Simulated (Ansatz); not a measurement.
**C₂H₈BGeN: a ladder of functionals and wavefunction methods**

An exercise on one series of results from a longer session: the logs are not shown, and one member is left open.

Computed with Ansatz 0.2.0, Gaussian basis. Level: functionals in def2-TZVPP, the program's frozen cores in correlated methods.

Levels to be run: PBE-D4, r2SCAN-D4, PBE0-D4, B3LYP-D4, ωB97X-V, ωB97M-V, B2PLYP; CCSD(T)/def2-TZVPP; MP2/def2-QZVPP; extrapolation to the limit.

**The geometry**

All runs share one geometry, relaxed beforehand with PBE0-D4 in a triple-zeta def2 set.

SMILES `CN1[BH][GeH2][CH2]1`, 13 atoms, charge 0, spin multiplicity 1.

Atoms are counted from 1 here; the program's logs count them from 0.

Bond lengths: C1–N2 1.441 Å, C1–H6 1.095 Å, C1–H7 1.090 Å, C1–H8 1.095 Å, N2–B3 1.391 Å, N2–C5 1.468 Å, B3–Ge4 2.064 Å, B3–H9 1.193 Å, Ge4–C5 2.007 Å, Ge4–H10 1.540 Å, Ge4–H11 1.540 Å, C5–H12 1.094 Å, C5–H13 1.094 Å. Angles: N2–C1–H6 110.7°, N2–C1–H7 109.8°, N2–C1–H8 110.7°, H6–C1–H7 108.9°, H6–C1–H8 107.8°, H7–C1–H8 108.9°, C1–N2–B3 130.0°, C1–N2–C5 119.4°, B3–N2–C5 110.6°, N2–B3–Ge4 89.4°, N2–B3–H9 125.4°, Ge4–B3–H9 145.2°, B3–Ge4–C5 70.5°, B3–Ge4–H10 122.6°, B3–Ge4–H11 122.5°, C5–Ge4–H10 113.5°, C5–Ge4–H11 113.5°, H10–Ge4–H11 108.2° and more.

The first run:

in.yaml reads:

```yaml
crystal:
  periodic: [false, false, false]
  atoms:
    - {symbol: C, position_ang: [-1.683398, 0.204107, 0.790437]}
    - {symbol: N, position_ang: [-0.417672, -0.136899, 0.191434]}
    - {symbol: B, position_ang: [0.124949, -1.383672, -0.102585]}
    - {symbol: Ge, position_ang: [1.805526, -0.449863, -0.852054]}
    - {symbol: C, position_ang: [0.506262, 0.933775, -0.200709]}
    - {symbol: H, position_ang: [-1.533988, 0.767197, 1.717799]}
    - {symbol: H, position_ang: [-2.241630, -0.704840, 1.015150]}
    - {symbol: H, position_ang: [-2.277126, 0.826825, 0.112890]}
    - {symbol: H, position_ang: [-0.401788, -2.433853, 0.106350]}
    - {symbol: H, position_ang: [3.149339, -0.432621, -0.100776]}
    - {symbol: H, position_ang: [2.096778, -0.355950, -2.361015]}
    - {symbol: H, position_ang: [0.821470, 1.537563, 0.655841]}
    - {symbol: H, position_ang: [0.071679, 1.593531, -0.957963]}
basis:
  gaussian: {orbitals: def2-TZVPP}
hamiltonian: {xc: pbe, dispersion: d4}
output: {forces: true, orbitals: {seedname: orbitals}}
```

On the command line:

```bash
ansatz run in.yaml --threads 2 --pin off --events-out ev --progress --plain --max-ram 32768MiB --backend cuda --devices 0, --max-vram 18GiB
```

Steps of the session up to this table: PBE-D4 (GGA); r2SCAN-D4 (meta-GGA); PBE0-D4 (hybrid); B3LYP-D4 (hybrid); ωB97X-V (range-separated); ωB97M-V (range-separated); B2PLYP (double hybrid); CCSD(T) in def2-TZVPP; MP2 in def2-QZVPP.

One of the session's tables, all rows but one given; the rest of the session is left out.

| method | atomisation energy (kJ/mol) |
| --- | --- |
| PBE-D4 | 4781.3 |
| r2SCAN-D4 | 4700.6 |
| PBE0-D4 | ? |
| B3LYP-D4 | 4693.8 |
| ωB97X-V | 4710.4 |
| ωB97M-V | 4695.5 |
| B2PLYP | 4641.3 |
| HF/def2-TZVPP | 3411.9 |
| MP2/def2-TZVPP | 4625.6 |
| CCSD/def2-TZVPP | 4510.6 |
| CCSD(T)/def2-TZVPP | 4579.7 |
| MP2/CBS | 4731.0 |
| CCSD(T)/CBS | 4685.1 |

**Question.** Estimate the row for PBE0-D4.

The run gave: atomisation energy (kJ/mol): 4714.0. In the column «atomisation energy (kJ/mol)» it lies between ωB97X-V (4710.4) and MP2/CBS (4731.0).

Among the levels timed on like hardware and quicker than the yardstick, those that no quicker one beats, quickest first: PBE0-D4 (6 s, +28.9 kJ/mol); B3LYP-D4 (7.5 s, +8.7 kJ/mol). Runs this short are mostly start-up, so their order is noise.

B2PLYP carry no dispersion term (for B3LYP, D4 adds 44.0 kJ/mol).

Caveats from the session: Free atoms (2 C, 1 N, 1 B, 1 Ge, 8 H) were run apart at each level; the atomisation energy is their sum less the molecule, without zero-point or spin-orbit terms.
